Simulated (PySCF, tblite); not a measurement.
**Ge2H4O, a cluster model of a defect: NMR shifts, core binding energies and electronic excitations**

What NMR shifts, core binding energies and electronic excitations should one expect for `[GeH][O][GeH3]`? It is drawn as: twofold Ge.

Computed with tblite 0.8.0 and PySCF 2.14.0; each step states its level. No surroundings beyond the atoms listed, unless a continuum is named. Atoms count from 0, parts from 1.

## 1. Starting point

7 atoms, charge 0, multiplicity 1; geometry: distance geometry start.

## 2. Relaxing the cluster with GFN2-xTB

What the job is given:

```
{"job": {"kind": "relax", "xc": "GFN2-xTB", "basis": "xTB"}, "charge": 0, "multiplicity": 1}
Ge     2.150013     0.251233     0.198100
O      0.917581    -0.969425    -0.067030
Ge    -0.757442    -0.352192    -0.102014
H      1.432498     1.659104     0.195515
H     -0.869987     1.075877    -0.649660
H     -1.326854    -0.362066     1.371425
H     -1.541967    -1.361069    -0.965111
```

With the program's defaults for keys left out, this is: GFN2-xTB geometry optimisation, gas phase.

Started as:

```
$ OMP_NUM_THREADS=1 python cluster_run.py task.json out
```

One launch serves the whole session: the jobs run in the order shown.

Output:

```text
step      E/eV     max force
  0    -271.90763    2.158
  1    -272.02525    1.506
  2    -272.17695    0.627
  3    -272.18994    0.522
  4    -272.20501    0.329
  5    -272.21039    0.304
  6    -272.21918    0.284
  7    -272.22617    0.321
  8    -272.23244    0.224
  9    -272.23623    0.200
 10    -272.24017    0.203
 11    -272.24511    0.290
 12    -272.25257    0.390
 13    -272.26368    0.438
 14    -272.27797    0.486
 15    -272.29108    0.353
 16    -272.30038    0.219
 17    -272.30704    0.245
 18    -272.31216    0.229
 19    -272.31659    0.173
 20    -272.31972    0.104
 21    -272.32114    0.095
 22    -272.32203    0.085
 23    -272.32285    0.068
 24    -272.32349    0.065
 25    -272.32399    0.042
 26    -272.32430    0.030
 27    -272.32446    0.037
 28    -272.32456    0.030
 29    -272.32466    0.029
 30    -272.32478    0.038
 31    -272.32501    0.059
 32    -272.32529    0.063
 33    -272.32549    0.038
 34    -272.32556    0.015
 35    -272.32558    0.013
 36    -272.32560    0.019
 37    -272.32566    0.030
 38    -272.32574    0.036
 39    -272.32583    0.031
 40    -272.32588    0.018
 41    -272.32591    0.018
 42    -272.32593    0.021
 43    -272.32596    0.026
 44    -272.32601    0.026
 45    -272.32605    0.017
 46    -272.32607    0.010
 47    -272.32608    0.010
 48    -272.32610    0.016
 49    -272.32613    0.028
 50    -272.32622    0.045
 51    -272.32640    0.064
 52    -272.32668    0.070
 53    -272.32696    0.049
 54    -272.32716    0.042
 55    -272.32728    0.039
 56    -272.32746    0.048
 57    -272.32787    0.078
 58    -272.32863    0.116
 59    -272.32920    0.102
 60    -272.32983    0.051
 61    -272.33030    0.021
 62    -272.33035    0.010
 63    -272.33036    0.008
```

Wall time 0.65 s (1 thread of Arm Neoverse V1, shared host).

Relaxation path:

```tsv
step	energy from step 0 (eV)	largest force (eV/Å)
0	0.0000	2.1577
2	-0.2693	0.6271
4	-0.2974	0.3289
6	-0.3116	0.2842
8	-0.3248	0.2243
10	-0.3325	0.2037
12	-0.3449	0.3897
14	-0.3703	0.4859
16	-0.3928	0.2185
18	-0.4045	0.2291
20	-0.4121	0.1034
22	-0.4144	0.0850
24	-0.4159	0.0649
26	-0.4167	0.0298
28	-0.4169	0.0293
30	-0.4171	0.0375
32	-0.4177	0.0633
34	-0.4179	0.0145
36	-0.4180	0.0191
38	-0.4181	0.0362
40	-0.4183	0.0180
42	-0.4183	0.0210
44	-0.4184	0.0256
46	-0.4184	0.0100
48	-0.4185	0.0158
50	-0.4186	0.0446
52	-0.4191	0.0699
54	-0.4195	0.0419
56	-0.4198	0.0481
58	-0.4210	0.1160
60	-0.4222	0.0507
62	-0.4227	0.0099
63	-0.4227	0.0075
```

Distances of close pairs at the start and the end, largest changes first:

```tsv
bond	before (Å)	after (Å)	change (Å)
Ge0–H3	1.580	1.701	+0.121
Ge2–H5	1.580	1.501	-0.079
Ge2–H6	1.542	1.501	-0.041
O1–Ge2	1.785	1.750	-0.035
Ge2–H4	1.534	1.499	-0.034
Ge0–O1	1.755	1.751	-0.004
```

## 3. Optimising the geometry at PBE0-D3(BJ)/def2-SVP

What the job is given:

```
{"job": {"xc": "PBE0", "basis": "def2-SVP", "d3": "d3bj", "grid": 2, "kind": "geom", "shake": 0.01}, "charge": 0, "multiplicity": 1}
Ge     2.402711     0.084059     0.336343
O      0.718623    -0.448149     0.231934
Ge    -1.019184    -0.350931    -0.065338
H      2.176405     1.726436    -0.149916
H     -1.348747     1.027114    -0.532391
H     -1.637602    -0.680185     1.258763
H     -1.261588    -1.392348    -1.102244
```

Output:

```text
step   0  E = -4230.43911562  max force = 0.018563
step   1  E = -4230.44486198  max force = 0.008757
step   2  E = -4230.44552784  max force = 0.004511
step   3  E = -4230.44609332  max force = 0.003952
step   4  E = -4230.44647162  max force = 0.011901
step   5  E = -4230.44694631  max force = 0.002772
step   6  E = -4230.44707857  max force = 0.002021
step   7  E = -4230.44711552  max force = 0.000562
step   8  E = -4230.44711647  max force = 0.000185
optimisation converged
```

It took 41 s on 1 thread of Arm Neoverse V1, shared host; peak memory 0.48 GiB.

Along the way:

```tsv
step	energy from step 0 (eV)	largest force component (eV/Å)
0	0.0000	0.9545
1	-0.1564	0.4503
2	-0.1745	0.2320
3	-0.1899	0.2032
4	-0.2002	0.6120
5	-0.2131	0.1425
6	-0.2167	0.1039
7	-0.2177	0.0289
8	-0.2177	0.0095
```

Close pairs (by a distance rule), those that changed most:

```tsv
bond	before (Å)	after (Å)	change (Å)
Ge0–H3	1.728	1.625	-0.103
Ge2–H4	1.492	1.541	+0.050
Ge2–H6	1.489	1.538	+0.049
Ge2–H5	1.498	1.539	+0.041
O1–Ge2	1.766	1.788	+0.023
Ge0–O1	1.769	1.779	+0.010
```

The next job starts from the end point, and lists it.

```tsv
at the end point	value
point group (found at 0.08 Å tolerance)	Cs
rotational constants (GHz, main isotopes)	32.117, 1.209, 1.183
dipole moment (D)	0.98
```

## 4. Shielding tensors: PBE0/pcSseg-2

What the job is given:

```
{"job": {"kind": "nmr", "xc": "PBE0", "basis": "pcSseg-2"}, "charge": 0, "multiplicity": 1}
Ge     2.348310     0.236082     0.286695
O      0.844569    -0.714360     0.324251
Ge    -0.870425    -0.358894    -0.036863
H      1.674008     1.628646    -0.209746
H     -0.980865     1.109781    -0.491513
H     -1.671601    -0.609163     1.252563
H     -1.313360    -1.326091    -1.148235
```

Method: GIAO PBE0/pcSseg-2 NMR shielding, non-relativistic, gas phase.

Output:

```text
coarse grid: 29904 points
cycle   1  E = -4230.9259051161  dE = -1.304e+00  |g| = 1.640e+00  |ddm| = 1.975e+00
cycle   2  E = -4229.7263926174  dE =  1.200e+00  |g| = 2.864e+00  |ddm| = 1.663e+00
cycle   3  E = -4231.0193889152  dE = -1.293e+00  |g| = 7.997e-01  |ddm| = 1.559e+00
cycle   4  E = -4231.1404006854  dE = -1.210e-01  |g| = 1.342e-01  |ddm| = 3.910e-01
cycle   5  E = -4231.1417342186  dE = -1.334e-03  |g| = 2.723e-02  |ddm| = 9.921e-02
cycle   6  E = -4231.1418597301  dE = -1.255e-04  |g| = 1.049e-02  |ddm| = 2.806e-02
cycle   7  E = -4231.1418741534  dE = -1.442e-05  |g| = 4.158e-03  |ddm| = 6.838e-03
cycle   8  E = -4231.1418751334  dE = -9.800e-07  |g| = 7.569e-04  |ddm| = 1.331e-03
final grid: 58776 points
cycle   9  E = -4231.1418863045  dE =  1.284e-07  |g| = 1.316e-03  |ddm| = 1.361e-03
cycle  10  E = -4231.1418853914  dE =  9.131e-07  |g| = 2.579e-03  |ddm| = 1.724e-03
cycle  11  E = -4231.1418865740  dE = -1.183e-06  |g| = 3.284e-04  |ddm| = 1.192e-03
cycle  12  E = -4231.1418865842  dE = -1.027e-08  |g| = 2.460e-05  |ddm| = 1.050e-04
cycle  13  E = -4231.1418865843  dE = -7.640e-11  |g| = 3.942e-06  |ddm| = 1.696e-05
converged SCF energy = -4231.1418865843

GIAO shielding tensors (ppm)
atom      isotropic    diamagn.    paramagn.     s11        s22        s33       span
  0 Ge     446.834    2755.691   -2308.857   -955.178   1039.959   1255.720   2210.898
  1 O       37.390     383.974    -346.583   -213.786    -74.962    400.919    614.705
  2 Ge    1368.378    2755.018   -1386.641   1152.615   1319.183   1633.335    480.719
  3 H       21.868      28.719      -6.851     16.514     17.925     31.165     14.651
  4 H       25.964      28.535      -2.571     20.879     21.829     35.184     14.305
  5 H       25.591      28.167      -2.576     19.659     21.671     35.442     15.784
  6 H       25.582      28.152      -2.570     19.645     21.667     35.433     15.788
```

Run time: 23 s. Hardware: 1 thread of Arm Neoverse V1, shared host; peak memory 1 GiB.

The references, computed at this level on geometries of the same kind, shield at (ppm): 1H TMS 31.25, 17O H2O 328.2, 73Ge GeMe4 1337. Their shielding less the atom's gives the shift. The references are single molecules in the gas phase, so shifts against H2O, NH3, PH3, H3PO4 or CFCl3 are not on the usual liquid scales and can be off by tens of ppm. Atoms listed in one row are averaged.

```tsv
atoms	environment	σ (ppm)	δ (ppm)
H3	hydrogen on a germanium bonded to O	21.87	9.38
H5, H6	hydrogen on a germanium bonded to O	25.59	5.66
H4	hydrogen on a germanium bonded to O	25.96	5.28
Ge0	germanium bonded to O, H	447	890
Ge2	germanium bonded to O, 3 H	1368	-31
O1	oxygen bonded to 2 Ge	37.4	290.8
```

The run also stored atomic charges by several schemes (e):

```tsv
atoms	Mulliken	IAO	Hirshfeld	ESP fit
Ge0	0.42	0.51	0.31	0.14
O1	-0.64	-0.77	-0.35	-0.39
Ge2	0.59	0.71	0.38	0.75
```

Mayer bond orders: Ge0–O1 1.04, O1–Ge2 0.90.

## 5. Core-electron binding energies: SCAN, X2C

The job, as its differences from that of step 4:

```diff
@@ -1,2 +1,2 @@
-{"job": {"kind": "nmr", "xc": "PBE0", "basis": "pcSseg-2"}, "charge": 0, "multiplicity": 1}
+{"job": {"kind": "xps", "holes": 5}, "charge": 0, "multiplicity": 1}
 Ge     2.348310     0.236082     0.286695
```

Method: delta-SCF UKS SCAN, pcX-2 on the ionised atom, pcseg-1 elsewhere, spin-free X2C.

Output:

```text
ground state, core basis on atom 1 (O), 119 functions
  cycle   1  E = -4265.43195883  |g| = 9.52e-01
  cycle   2  E = -4263.13597903  |g| = 2.94e+00
  cycle   3  E = -4265.57353873  |g| = 2.79e-01
  cycle   4  E = -4265.59542612  |g| = 1.17e-01
  cycle   5  E = -4265.60008589  |g| = 1.73e-02
  cycle   6  E = -4265.60016022  |g| = 3.69e-03
  cycle   7  E = -4265.60017493  |g| = 1.11e-03
  cycle   8  E = -4265.60017266  |g| = 2.60e-04
  E(ground) = -4265.86090551 Eh
hole in O 1s of atom 1
  cycle   1  E = -4244.99636495  |g| = 2.24e+00
  cycle   2  E = -4244.34294260  |g| = 2.33e+00
  cycle   3  E = -4245.79628463  |g| = 4.40e-01
  cycle   4  E = -4245.85233062  |g| = 1.28e-01
  cycle   5  E = -4245.85988709  |g| = 2.37e-02
  cycle   6  E = -4245.86028010  |g| = 6.42e-03
  cycle   7  E = -4245.86031230  |g| = 1.74e-03
  cycle   8  E = -4245.86031213  |g| = 4.89e-04
  E(ion) = -4246.12270230 Eh   <S^2> = 0.7658   hole on atom = 1.000   binding energy = 537.104 eV
```

Wall time 2.9 s (1 thread of Arm Neoverse V1, shared host); peak memory 0.36 GiB.

The holes in one table. −ε is the ground-state orbital energy:

```tsv
hole	stands for	environment	ΔSCF (eV)	−ε (eV)	⟨S²⟩
O1s on O1	O1	oxygen bonded to 2 Ge	537.10	516.6	0.766
```

## 6. Ultraviolet spectrum: CAM-B3LYP/def2-SVPD

The job, as its differences from that of step 5:

```diff
@@ -1,2 +1,2 @@
-{"job": {"kind": "xps", "holes": 5}, "charge": 0, "multiplicity": 1}
+{"job": {"kind": "uv", "xc": "CAM-B3LYP", "basis": "def2-SVPD", "nstates": 6, "ntriplets": 2, "ip": true}, "charge": 0, "multiplicity": 1}
 Ge     2.348310     0.236082     0.286695
```

With the program's defaults for keys left out, this is: TDDFT CAM-B3LYP/def2-SVPD, vertical, gas phase, core orbitals frozen in the response.

Output:

```text
coarse grid: 29904 points
cycle   1  E = -4231.1266322256  dE = -1.235e+00  |g| = 9.395e-01  |ddm| = 2.832e+00
cycle   2  E = -4230.7177824401  dE =  4.088e-01  |g| = 1.707e+00  |ddm| = 2.768e+00
cycle   3  E = -4231.2706487110  dE = -5.529e-01  |g| = 1.996e-01  |ddm| = 1.909e+00
cycle   4  E = -4231.2770145033  dE = -6.366e-03  |g| = 5.380e-02  |ddm| = 2.715e-01
cycle   5  E = -4231.2773454955  dE = -3.310e-04  |g| = 5.599e-03  |ddm| = 5.854e-02
cycle   6  E = -4231.2773576652  dE = -1.217e-05  |g| = 1.004e-03  |ddm| = 1.258e-02
cycle   7  E = -4231.2773582904  dE = -6.252e-07  |g| = 4.569e-04  |ddm| = 4.024e-03
final grid: 58776 points
cycle   8  E = -4231.2773275741  dE = -5.560e-08  |g| = 4.941e-04  |ddm| = 1.642e-03
cycle   9  E = -4231.2773275318  dE =  4.237e-08  |g| = 7.217e-04  |ddm| = 1.068e-03
cycle  10  E = -4231.2773276161  dE = -8.434e-08  |g| = 9.449e-05  |ddm| = 7.188e-04
cycle  11  E = -4231.2773276177  dE = -1.616e-09  |g| = 2.419e-05  |ddm| = 9.986e-05
cycle  12  E = -4231.2773276181  dE = -3.765e-10  |g| = 4.177e-06  |ddm| = 9.629e-05
converged SCF energy = -4231.2773276181

Static polarisability (au): isotropic 68.139, principal 57.192 65.235 81.989

Singlet excitations
state   eV       nm        f      main configurations
  1   3.0758    403.1   0.01310   H->L 0.99
  2   5.4244    228.6   0.01293   H-1->L 0.90
  3   5.4679    226.7   0.04038   H->L+1 0.89
  4   6.1639    201.1   0.09138   H-2->L 0.90
  5   6.3646    194.8   0.16799   H->L+2 0.51, H->L+3 0.46
  6   7.0640    175.5   0.01427   H->L+2 0.45, H->L+3 0.44

Triplet excitations (Tamm-Dancoff, eV): 2.0566 4.7512
Vertical ionisation energy (delta-SCF) = 9.0771 eV
Vertical electron affinity (delta-SCF) = 0.3847 eV
```

It took 26 s on 1 thread of Arm Neoverse V1, shared host; peak memory 0.64 GiB.

The orbitals next to the gap, with their largest atomic shares:

```tsv
orbital	eV	atoms
HOMO−3	-11.73	Ge2 24 %, O1 23 %, Ge0 19 %
HOMO−2	-10.25	O1 43 %, Ge2 22 %, H5 14 %
HOMO−1	-10.22	O1 47 %, Ge2 19 %, H4 16 %
HOMO	-8.01	Ge0 59 %, H3 24 %, O1 14 %
LUMO	-1.21	Ge0 71 %, O1 18 %, H3 9 %
LUMO+1	0.57	Ge0 29 %, Ge2 28 %, O1 16 %
LUMO+2	0.96	Ge2 51 %, Ge0 15 %, H6 10 %
```

With each of the 6 states as a Gaussian band of 0.4 eV half-width at 1/e, the curve within the window shown has maxima at 403 nm (ε 530), 197 nm (ε 10,000) L/(mol cm). Beyond the last state computed it falls off for lack of states. The curve at chosen wavelengths:

```tsv
nm	ε (L/mol/cm)
168	343
181	2332
195	9832
208	5584
221	2583
234	1846
248	560
261	91
274	9
288	1
301	1
314	5
327	22
341	77
354	173
367	303
380	429
394	515
407	527
420	480
434	390
447	297
460	212
473	144
487	91
500	57
```

Further results of this job:

```tsv
property	computed
dipole moment (D)	0.91
polarisability (Å³)	10.10
HOMO–LUMO gap (eV)	6.80
−ε(HOMO) (eV)	8.01
```

## 7. Outcome

| quantity | value |
| --- | --- |
| point group | Cs |
| rotational constants (main isotopes) | 32.12, 1.21, 1.18 GHz |
| 1H shifts against TMS (PBE0/pcSseg-2, means over atoms taken as alike) | 9.38, 5.66, 5.28 ppm |
| 73Ge shifts against GeMe4 (PBE0/pcSseg-2) | 890, -31 ppm |
| 17O shifts against H2O (PBE0/pcSseg-2) | 290.8 ppm |
| O1s binding energies, SCAN/pcX-2 | O1 537.10 eV |
| lowest singlet (CAM-B3LYP/def2-SVPD) | 3.08 eV (403 nm), f = 0.013 |
| brightest single state of those computed | state 5, 6.36 eV, f = 0.168 |
| lowest triplet | 2.06 eV |
| vertical ionisation energy (ΔSCF) | 9.08 eV |
| vertical electron affinity (ΔSCF) | 0.38 eV |

**Reading.** The optimisation took 8 steps and gained 0.218 eV; among the close pairs (by a distance rule), Ge0–H3 changed most, from 1.728 to 1.625 Å (PBE0/def2-SVP). No frequency check was run at this level, so the end point may be a saddle. At PBE0/pcSseg-2: The widest tensor belongs to Ge0: span 2211 ppm, with a paramagnetic part of -2309 ppm. The lowest singlet, at 3.08 eV, is HOMO→LUMO 0.99 and is weak; of the 6 states computed, the strongest absorption comes from state 5 at 6.36 eV. State 1 absorbs in the visible (403 nm). The lowest triplet lies 1.02 eV below the lowest singlet (triplets in Tamm-Dancoff, singlets in full TDDFT). ΔSCF puts the ionisation energy at 9.08 eV, 1.07 eV above −ε(HOMO). Spin-orbit coupling is left out, which matters for shieldings and couplings at and beside the heavy atoms.
